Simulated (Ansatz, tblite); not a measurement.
**C₁₀H₁₈F₄: one state, many levels**

Aim: run the singlet of C₁₀H₁₈F₄ at one geometry on many levels, and compare frontier levels, spin and run time.

Method: as each input shows; program: Ansatz 0.2.0, Gaussian basis.

The runs, in order: GFN1-xTB, GFN2-xTB, PBE-D4/def2-TZVP, r2SCAN-D4/def2-TZVP, PBE-D4/def2-SVP, PBE0-D4/def2-SVP, HF/STO-3G, MP2/def2-SVP.

5 further runs of the same task are left out: 5 that didn't finish.

## Step 1: The structure

The singlet was relaxed beforehand with r2SCAN-D4/def2-SVP.

SMILES `CCC(F)CC(F)CC(F)CC(C)F`, 32 atoms, charge 0, spin multiplicity 1.

Bond lengths: C1–C2 1.524 Å, C1–H15 1.101 Å, C1–H16 1.100 Å, C1–H17 1.103 Å, C2–C3 1.518 Å, C2–H18 1.103 Å, C2–H19 1.105 Å, C3–F4 1.401 Å, C3–C5 1.517 Å, C3–H20 1.106 Å, C5–C6 1.516 Å, C5–H21 1.104 Å, C5–H22 1.103 Å, C6–F7 1.405 Å, C6–C8 1.515 Å, C6–H23 1.105 Å, C8–C9 1.522 Å, C8–H24 1.103 Å and more. Angles: C2–C1–H15 112.1°, C2–C1–H16 110.9°, C2–C1–H17 111.2°, H15–C1–H16 107.3°, H15–C1–H17 107.6°, H16–C1–H17 107.5°, C1–C2–C3 113.8°, C1–C2–H18 110.1°, C1–C2–H19 110.9°, C3–C2–H18 106.9°, C3–C2–H19 108.5°, H18–C2–H19 106.4°, C2–C3–F4 107.9°, C2–C3–C5 115.0°, C2–C3–H20 110.3°, F4–C3–C5 107.3°, F4–C3–H20 106.7°, C5–C3–H20 109.2° and more.

As a file:

```mol
C10H18F4
  3D, bonds by distance, orders not assigned

 32 31  0  0  0  0  0  0  0  0999 V2000
   -4.6781    0.7239   -0.1283 C   0  0
   -3.7081    0.7841    1.0460 C   0  0
   -2.4350   -0.0135    0.8288 C   0  0
   -1.7189   -0.0197    2.0331 F   0  0
   -1.5114    0.5342   -0.2435 C   0  0
   -0.2583   -0.3044   -0.3994 C   0  0
   -0.6436   -1.5844   -0.8321 F   0  0
    0.7423    0.2556   -1.3888 C   0  0
    1.9026   -0.6891   -1.6697 C   0  0
    2.7226   -0.0759   -2.6100 F   0  0
    2.7377   -1.0848   -0.4573 C   0  0
    3.1167    0.0476    0.4844 C   0  0
    4.1335   -0.3572    1.5283 C   0  0
    3.6424    1.1021   -0.2629 F   0  0
   -4.2646    1.1972   -1.0328 H   0  0
   -5.6174    1.2439    0.1117 H   0  0
   -4.9314   -0.3184   -0.3834 H   0  0
   -4.1869    0.3820    1.9548 H   0  0
   -3.4316    1.8289    1.2749 H   0  0
   -2.6772   -1.0676    0.5967 H   0  0
   -1.2260    1.5677    0.0212 H   0  0
   -2.0362    0.5694   -1.2129 H   0  0
    0.2014   -0.4420    0.5956 H   0  0
    1.1442    1.2110   -1.0125 H   0  0
    0.2377    0.4718   -2.3461 H   0  0
    1.5104   -1.6102   -2.1360 H   0  0
    2.1897   -1.8516    0.1180 H   0  0
    3.6542   -1.5673   -0.8388 H   0  0
    2.2116    0.4437    0.9847 H   0  0
    5.0531   -0.7190    1.0427 H   0  0
    4.3894    0.5018    2.1657 H   0  0
    3.7349   -1.1598    2.1677 H   0  0
  1  2  8  0
  1 15  8  0
  1 16  8  0
  1 17  8  0
  2  3  8  0
  2 18  8  0
  2 19  8  0
  3  4  8  0
  3  5  8  0
  3 20  8  0
  5  6  8  0
  5 21  8  0
  5 22  8  0
  6  7  8  0
  6  8  8  0
  6 23  8  0
  8  9  8  0
  8 24  8  0
  8 25  8  0
  9 10  8  0
  9 11  8  0
  9 26  8  0
 11 12  8  0
 11 27  8  0
 11 28  8  0
 12 13  8  0
 12 14  8  0
 12 29  8  0
 13 30  8  0
 13 31  8  0
 13 32  8  0
M  END
```

PBE0-D4/def2-TZVP was run before; its log isn't repeated, and its numbers join the tables.

## Step 2: GFN1-xTB

Tight binding, by tblite at 300 K electronic temperature and without a spin-polarisation term:

```python
tblite.interface.Calculator('GFN1-xTB', numbers, positions, charge=0, uhf=0).singlepoint()
```

Energy -1400.6305 eV, HOMO -12.75 eV, LUMO -4.15 eV; 0.021 s.

## Step 3: GFN2-xTB

Tight binding, by tblite at 300 K electronic temperature and without a spin-polarisation term:

```python
tblite.interface.Calculator('GFN2-xTB', numbers, positions, charge=0, uhf=0).singlepoint()
```

Energy -1348.3349 eV, HOMO -11.83 eV, LUMO -0.63 eV; 0.014 s.

## Step 4: PBE-D4/def2-TZVP

start.molden holds the orbitals of an earlier run on this state, given as this run's starting guess.

The input, in.yaml:

```yaml
crystal:
  periodic: [false, false, false]
  atoms:
    - {symbol: C, position_ang: [-4.678087, 0.723933, -0.128274]}
    - {symbol: C, position_ang: [-3.708090, 0.784058, 1.045978]}
    - {symbol: C, position_ang: [-2.434960, -0.013453, 0.828845]}
    - {symbol: F, position_ang: [-1.718920, -0.019696, 2.033093]}
    - {symbol: C, position_ang: [-1.511375, 0.534159, -0.243462]}
    - {symbol: C, position_ang: [-0.258335, -0.304446, -0.399396]}
    - {symbol: F, position_ang: [-0.643641, -1.584433, -0.832055]}
    - {symbol: C, position_ang: [0.742297, 0.255622, -1.388779]}
    - {symbol: C, position_ang: [1.902621, -0.689083, -1.669669]}
    - {symbol: F, position_ang: [2.722561, -0.075852, -2.610017]}
    - {symbol: C, position_ang: [2.737663, -1.084807, -0.457300]}
    - {symbol: C, position_ang: [3.116703, 0.047637, 0.484442]}
    - {symbol: C, position_ang: [4.133550, -0.357196, 1.528283]}
    - {symbol: F, position_ang: [3.642449, 1.102148, -0.262928]}
    - {symbol: H, position_ang: [-4.264554, 1.197203, -1.032817]}
    - {symbol: H, position_ang: [-5.617392, 1.243927, 0.111730]}
    - {symbol: H, position_ang: [-4.931367, -0.318418, -0.383384]}
    - {symbol: H, position_ang: [-4.186871, 0.382010, 1.954848]}
    - {symbol: H, position_ang: [-3.431624, 1.828871, 1.274872]}
    - {symbol: H, position_ang: [-2.677164, -1.067622, 0.596680]}
    - {symbol: H, position_ang: [-1.226041, 1.567705, 0.021193]}
    - {symbol: H, position_ang: [-2.036234, 0.569354, -1.212937]}
    - {symbol: H, position_ang: [0.201444, -0.441989, 0.595556]}
    - {symbol: H, position_ang: [1.144194, 1.211004, -1.012452]}
    - {symbol: H, position_ang: [0.237723, 0.471799, -2.346108]}
    - {symbol: H, position_ang: [1.510418, -1.610203, -2.135988]}
    - {symbol: H, position_ang: [2.189732, -1.851566, 0.117997]}
    - {symbol: H, position_ang: [3.654244, -1.567306, -0.838792]}
    - {symbol: H, position_ang: [2.211581, 0.443661, 0.984749]}
    - {symbol: H, position_ang: [5.053112, -0.719040, 1.042692]}
    - {symbol: H, position_ang: [4.389438, 0.501780, 2.165685]}
    - {symbol: H, position_ang: [3.734913, -1.159789, 2.167724]}
basis:
  gaussian: {orbitals: def2-TZVP, initial_orbitals: start.molden}
hamiltonian: {xc: pbe, dispersion: d4}
scf: {omitted_lower_state_checks: [starts]}
output: {orbitals: {seedname: orbitals}}
```

The run is started by

```
$ ansatz run in.yaml --threads 4 --pin off --events-out ev --progress --plain --max-ram 6963MiB
```

The runs that follow: r2SCAN-D4/def2-TZVP; PBE-D4/def2-SVP; PBE0-D4/def2-SVP; HF/STO-3G; MP2/def2-SVP.

Before running them: what should the planned runs give, taken together? Wanted: gap in def2-TZVP, named functionals, smallest and largest; correlation energy, MP2/def2-SVP; binding an atom, functionals in def2-TZVP; PBE0 total energy, smallest basis above largest.

The runs gave:

| quantity | value |
| --- | --- |
| gap in def2-TZVP, named functionals, smallest and largest | 7.25 eV (PBE-D4), 9.68 eV (PBE0-D4) |
| correlation energy, MP2/def2-SVP | -58.32 eV |
| binding an atom, functionals in def2-TZVP | 4.23 (r2SCAN-D4) to 4.32 eV (PBE-D4) |
| PBE0 total energy, smallest basis above largest | 24.49 eV (def2-SVP, def2-TZVP) |

**Reading.** Orbital gaps of the named functionals in def2-TZVP span 7.25 eV (PBE-D4) to 9.68 eV (PBE0-D4); exact exchange widens it.
